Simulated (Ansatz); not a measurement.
## SnTe, space group Fm-3m: an all-electron equation of state, step by step

Program: Ansatz 0.2.0 through its Python package.

Typed at the interpreter:
```pycon
>>> import ansatz as az
>>> from ase.eos import EquationOfState
>>> from ase.units import GPa
>>> import numpy as np
>>> vectors0 = np.array([
...     [0.0, 3.15085, 3.15085],
...     [3.15085, 0.0, 3.15085],
...     [3.15085, 3.15085, 0.0],
... ])
>>> sites = [
...     ("Sn", (0.0, 0.0, 0.0)),
...     ("Te", (0.5, 0.5, 0.5)),
... ]
>>> def build(cell):
...     crystal = az.Crystal(lattice=az.Lattice.of(cell))
...     for symbol, position in sites:
...         crystal = crystal.atom(symbol, position)
...     return crystal
...
>>> volumes, energies = [], []
>>> for scale in np.linspace(0.92, 1.08, 5):
...     cell = vectors0 * scale ** (1 / 3)
...     calculation = (
...         build(cell).calculation()
...         .occupations("Fixed")
...         .functional("pbe")
...         .kpoints(5, 5, 5)
...         .pseudopotentials("all_electron", lapw=True)
...     )
...     report = calculation.run().report
...     volumes.append(abs(np.linalg.det(cell)) / len(sites))
...     energies.append(report["free_energy_ev"] / len(sites))
...     print(f"{scale:.3f} {volumes[-1]:9.4f} A^3/atom {energies[-1]:16.5f} eV/atom  (estimated basis error {1000 * report['lapw_basis_errors']['total_ev_per_atom']:.2f} meV/atom)")
...
0.920   28.7787 A^3/atom    -176487.11018 eV/atom  (estimated basis error 0.09 meV/atom)
0.960   30.0299 A^3/atom    -176487.15469 eV/atom  (estimated basis error 0.09 meV/atom)
1.000   31.2812 A^3/atom    -176487.18036 eV/atom  (estimated basis error 0.09 meV/atom)
1.040   32.5324 A^3/atom    -176487.19065 eV/atom  (estimated basis error 0.09 meV/atom)
1.080   33.7837 A^3/atom    -176487.18831 eV/atom  (estimated basis error 0.10 meV/atom)
>>> v0, e0, bulk = EquationOfState(volumes, energies, eos="birchmurnaghan").fit()
>>> print(f"V0 = {v0:.4f} A^3/atom, B0 = {bulk / GPa:.1f} GPa")
V0 = 32.8954 A^3/atom, B0 = 40.0 GPa
```

A third-order Birch-Murnaghan fit through the 5 points has its minimum at 32.90 Å³ an atom, 5.2 % above the typed cell, with a bulk modulus of 40 GPa and dB/dP = 4.2. From that minimum the energy rises by 81.0 meV an atom on the compressed side and 2.8 meV on the expanded side. The window is off centre, so dB/dP is rough.

All-electron totals depend on functional, relativistic treatment and basis; only differences at equal settings carry meaning. Of the deposited cell: the entry's cell lengths or inner coordinates differ somewhat from later room-temperature determinations. The starting cell is as deposited in a crystallographic database; the results hold for this polymorph, which needn't be the stable one. Run time: 8.1 s on 1 thread of AMD EPYC 9R45 96-Core Processor (Zen 5), with other jobs on the host, peak memory 0.39 GiB.

(Lines on the test bed's own set-up are left out of the output.)
